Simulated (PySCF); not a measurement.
# GeN₂H₆: NMR shieldings, spin-spin couplings, relativistic core levels, part 2 of 2

PySCF 2.14.0. Atoms count from 0. The steps go on from the part before.

### 7 NMR shieldings: PBE0/pcJ-1 Ge:dyall-v2z, non-relativistic

The job: settings as JSON, then the geometry in Å.

```
{"job": {"kind": "hnmr", "xc": "PBE0", "basis": {"default": "pcJ-1", "Ge": "dyall-v2z"}, "rel": "nr"}, "charge": 0, "multiplicity": 1}
N     -1.498713    -0.107891    -0.055276
N     -0.259722    -0.685484    -0.348652
Ge     1.301020     0.043351     0.287034
H     -1.782837    -0.356566     0.890481
H     -1.484578     0.911857    -0.121218
H     -0.248772    -1.083537    -1.281657
H      2.470648    -0.722278    -0.356514
H      1.404210     1.556182    -0.042044
H      1.311533    -0.105989     1.821150
```

Level: PBE0/pcJ-1 Ge:dyall-v2z GIAO NMR shielding, non-relativistic, Gaussian nuclei, gas phase.

The program printed:

```text
non-relativistic SCF
coarse grid: 32488 points
cycle   1  E = -2189.6284267279  dE = -1.278e+01  |g| = 1.836e+00  |ddm| = 2.278e+00
cycle   2  E = -2189.5785627020  dE =  4.986e-02  |g| = 1.371e+00  |ddm| = 8.010e-01
cycle   3  E = -2189.6698794061  dE = -9.132e-02  |g| = 5.476e-01  |ddm| = 6.646e-01
cycle   4  E = -2189.6924576941  dE = -2.258e-02  |g| = 5.691e-02  |ddm| = 2.353e-01
cycle   5  E = -2189.6930224207  dE = -5.647e-04  |g| = 2.170e-02  |ddm| = 5.282e-02
cycle   6  E = -2189.6930997563  dE = -7.734e-05  |g| = 1.778e-03  |ddm| = 1.426e-02
cycle   7  E = -2189.6931002858  dE = -5.295e-07  |g| = 6.870e-04  |ddm| = 1.629e-03
final grid: 67256 points
cycle   8  E = -2189.6931095222  dE =  5.329e-08  |g| = 9.306e-04  |ddm| = 1.153e-03
cycle   9  E = -2189.6931093962  dE =  1.260e-07  |g| = 1.257e-03  |ddm| = 1.267e-03
cycle  10  E = -2189.6931096725  dE = -2.763e-07  |g| = 3.330e-05  |ddm| = 7.289e-04
cycle  11  E = -2189.6931096726  dE = -1.423e-10  |g| = 7.883e-06  |ddm| = 2.052e-05
converged SCF energy = -2189.6931096726
check of the scalar solution
cycle   1  E = -2189.6931096727  dE = -2.190e+03  |FDS-SDF| = 7.883e-06
cycle   2  E = -2189.6931096726  dE =  1.546e-11  |FDS-SDF| = 9.465e-06
converged, E = -2189.6931096726

Field gradients (au) and densities at the nuclei (bohr^-3)
atom        Vxx        Vyy        Vzz        centre      nuclear mean
  0 N      0.3481     0.9793    -1.3274        203.033        203.027
  1 N      0.3453     1.0084    -1.3537        202.869        202.863
  2 Ge    -0.2559    -0.3358     0.5917      22239.571      22225.724
  3 H     -0.1509    -0.2231     0.3740          0.481          0.481
  4 H     -0.1456    -0.2192     0.3648          0.481          0.481
  5 H     -0.1520    -0.2383     0.3903          0.476          0.476
  6 H     -0.0666    -0.0709     0.1375          0.411          0.411
  7 H     -0.0637    -0.0674     0.1311          0.411          0.411
  8 H     -0.0663    -0.0704     0.1367          0.413          0.413

Core orbital energies (eV)
atom   shell        mean    spread
  2 Ge 1s       -10858.181   0.000
  2 Ge 2s        -1357.015   0.000
  2 Ge 3s         -170.805   0.000
  2 Ge 4s          -17.390   0.000
  2 Ge 2p        -1206.758   0.011
  2 Ge 3p         -120.598   0.043
  2 Ge 3d          -33.463   0.144

Shielding tensors (ppm)
atom      isotropic    diamagn.    paramagn.     s11        s22        s33       span
  0 N       193.90      315.57     -121.67     141.41     180.75     259.54     118.13
  1 N       220.97      316.09      -95.12     158.18     208.52     296.20     138.02
  2 Ge     1488.48     2757.36    -1268.88    1331.93    1466.18    1667.32     335.39
  3 H        28.89       30.36       -1.47      22.10      26.58      37.98      15.88
  4 H        29.29       30.52       -1.23      22.18      27.86      37.83      15.66
  5 H        29.54       30.65       -1.12      19.49      28.85      40.27      20.79
  6 H        26.66       28.00       -1.35      20.58      21.94      37.44      16.86
  7 H        26.73       28.31       -1.58      20.52      22.46      37.22      16.71
  8 H        26.85       28.33       -1.48      20.64      22.61      37.32      16.68
```

It took 14 s on 1 thread of Arm Neoverse V2, shared host; peak memory 0.96 GiB.

### 8 Spin-spin couplings: PBE0/pcJ-1 Ge:dyall-v2z, non-relativistic

Settings changed since step 7:

```diff
@@ -1,2 +1,2 @@
-{"job": {"kind": "hnmr", "xc": "PBE0", "basis": {"default": "pcJ-1", "Ge": "dyall-v2z"}, "rel": "nr"}, "charge": 0, "multiplicity": 1}
+{"job": {"kind": "hj", "xc": "PBE0", "basis": {"default": "pcJ-1", "Ge": "dyall-v2z"}, "rel": "nr", "atoms": [2]}, "charge": 0, "multiplicity": 1}
 N     -1.498713    -0.107891    -0.055276
```

Method: PBE0/pcJ-1 Ge:dyall-v2z indirect spin-spin coupling, non-relativistic, Gaussian nuclei, gas phase.

The program printed:

```text
non-relativistic SCF
coarse grid: 32488 points
cycle   1  E = -2189.6284267279  dE = -1.278e+01  |g| = 1.836e+00  |ddm| = 2.278e+00
cycle   2  E = -2189.5785627020  dE =  4.986e-02  |g| = 1.371e+00  |ddm| = 8.010e-01
cycle   3  E = -2189.6698794061  dE = -9.132e-02  |g| = 5.476e-01  |ddm| = 6.646e-01
cycle   4  E = -2189.6924576941  dE = -2.258e-02  |g| = 5.691e-02  |ddm| = 2.353e-01
cycle   5  E = -2189.6930224207  dE = -5.647e-04  |g| = 2.170e-02  |ddm| = 5.282e-02
cycle   6  E = -2189.6930997563  dE = -7.734e-05  |g| = 1.778e-03  |ddm| = 1.426e-02
cycle   7  E = -2189.6931002858  dE = -5.295e-07  |g| = 6.870e-04  |ddm| = 1.629e-03
final grid: 67256 points
cycle   8  E = -2189.6931095222  dE =  5.329e-08  |g| = 9.306e-04  |ddm| = 1.153e-03
cycle   9  E = -2189.6931093962  dE =  1.260e-07  |g| = 1.257e-03  |ddm| = 1.267e-03
cycle  10  E = -2189.6931096725  dE = -2.763e-07  |g| = 3.330e-05  |ddm| = 7.289e-04
cycle  11  E = -2189.6931096726  dE = -1.423e-10  |g| = 7.883e-06  |ddm| = 2.052e-05
converged SCF energy = -2189.6931096726
two-component SCF
cycle   1  E = -2189.6931096726  dE = -2.190e+03  |FDS-SDF| = 7.883e-06
cycle   2  E = -2189.6931096726  dE = -1.364e-12  |FDS-SDF| = 9.465e-06
converged, E = -2189.6931096726

Indirect spin-spin couplings
  i        j     bonds      J/Hz   K/1e19 T2/J   anisotropy/Hz
  2  73Ge   0  15N    2       -2.05      -48.19         3.4
  2  73Ge   1  15N    1        0.61       14.34        17.5
  2  73Ge   3   1H    3        1.01       -2.39        -1.3
  2  73Ge   4   1H    3       -1.91        4.54        -1.6
  2  73Ge   5   1H    2       -7.41       17.62        -2.8
  2  73Ge   6   1H    1      -87.60      208.43       -14.2
  2  73Ge   7   1H    1      -82.80      197.00       -13.0
  2  73Ge   8   1H    1      -93.86      223.32       -12.8
```

It took 24 s on 1 thread of Arm Neoverse V2, shared host; peak memory 0.83 GiB.

### 9 Shieldings side by side

```
                                              run     Ge2     N1     N0    H6    H7    H8    H5  time
      step 3, PBE0/pcJ-1 Ge:dyall-v2z, spin–orbit  1680.5  221.6  195.5  26.2  26.4  26.6  29.4  43 s
       step 6, PBE0/pcJ-1 Ge:dyall-v2z, spin-free  1486.9  217.0  193.0  26.5  26.6  26.7  29.4  16 s
step 7, PBE0/pcJ-1 Ge:dyall-v2z, non-relativistic  1488.5  221.0  193.9  26.7  26.7  26.9  29.5  14 s
```

### 10 Outcome

The summary covers parts 1 to 2.

| quantity | value |
| --- | --- |
| point group | C1 |
| rotational constants (main isotopes) | 28.67, 3.80, 3.58 GHz |
| energy from spin-orbit coupling (step 3, PBE0/pcJ-1 Ge:dyall-v2z, spin–orbit) | -0.0430 Eh |
| shieldings (step 3, PBE0/pcJ-1 Ge:dyall-v2z, spin–orbit) | N0 195.5, N1 221.6, Ge2 1680.5 ppm |
| energy from spin-orbit coupling (step 4, PBE0/pcJ-1 Ge:dyall-v2z, spin–orbit) | -0.0430 Eh |
| largest reduced coupling (step 4, PBE0/pcJ-1 Ge:dyall-v2z, spin–orbit) | Ge2–H8: J = -104.1 Hz, K = 248·10¹⁹ T²/J |
| Ge2 2p3/2 binding energy (step 5, PBE0/pcJ-1 Ge:dyall-v2z, spin–orbit) | 1220.9 eV, 2p1/2 1252.6 eV |
| energy from spin-orbit coupling (step 5, PBE0/pcJ-1 Ge:dyall-v2z, spin–orbit) | -0.0430 Eh |
| shieldings (step 6, PBE0/pcJ-1 Ge:dyall-v2z, spin-free) | N0 193.0, N1 217.0, Ge2 1486.9 ppm |
| shieldings (step 7, PBE0/pcJ-1 Ge:dyall-v2z, non-relativistic) | N0 193.9, N1 221.0, Ge2 1488.5 ppm |
| largest reduced coupling (step 8, PBE0/pcJ-1 Ge:dyall-v2z, non-relativistic) | Ge2–H8: J = -93.9 Hz, K = 223·10¹⁹ T²/J |

What this shows: Relaxing lowered the energy by 0.295 eV in 19 steps; the close pair that moved most is Ge2–H7, from 1.513 to 1.552 Å. In step 3, Ge2 has the widest tensor, 340 ppm. Ge2 moves most between the runs, by 194 ppm; the labels say what changes from run to run.
